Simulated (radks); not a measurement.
**Pr⁺ in [Xe] 4f3 6s1: an all-electron calculation**

Aim: the levels, the sizes of the orbitals and the parts of the energy of the praseodymium ion Pr+.

Method: scalar-relativistic Kohn-Sham, PBE, spin-polarised, spherical densities, finite nucleus; open shells are filled with parallel spins first. Code: radks (a radial shooting solver on a logarithmic mesh, Libxc functionals) version 1.

## (1) Starting point

- element: praseodymium (Z = 59)
- charge: +1
- electrons: 58
- configuration: [Xe] 4f3 6s1
- nuclear rms radius: 4.8919 fm

The outer shells:

Pr⁺
```
[Xe] core
4f [↑ ][↑ ][↑ ][  ][  ][  ][  ]
6s [↑ ]
```

## (2) Self-consistent calculation

The run's settings:

```text
Z 59
configuration [Xe] 4f3 6s1
relativity scalar-relativistic
functional pbe,pbe
spin polarised
nucleus finite rms 4.8919 fm
c 137.035999084
```

On the command line:

```bash
> python run_ks.py task.json out
```

All runs below come from this command, one after another.

**Question.** What will this run give?

As calculated:

| quantity | value |
| --- | --- |
| total energy | -9236.7131 hartree |
| exchange-correlation share of it | 2.34 % |
| −T/E | 1.0620 |
| highest occupied level | 4f up, -7.701 eV |
| most extended occupied level | 6s up, <r> = 4.04 bohr |
| radius at density 0.001 e/bohr³ | 4.62 bohr |
| maxima of the radial density | 4 |
| ionisation energy, NIST | 10.63 (semi-emp.) eV |

**Reading.** 6 principal shells are occupied and 4 maxima appear in the radial density; where shells overlap, one shows as a shoulder or not at all. −T/E is 1.062: with relativity the kinetic term as defined here no longer equals −E. The top level binds by 7.701 eV, 72 % of the NIST ionisation energy of 10.63 eV; the potential of a semilocal functional falls off too fast, so its top eigenvalue is too shallow. Open shells are spherical and high-spin; term and fine-structure splittings are not resolved. Spin-orbit splitting is averaged out at the scalar-relativistic level.
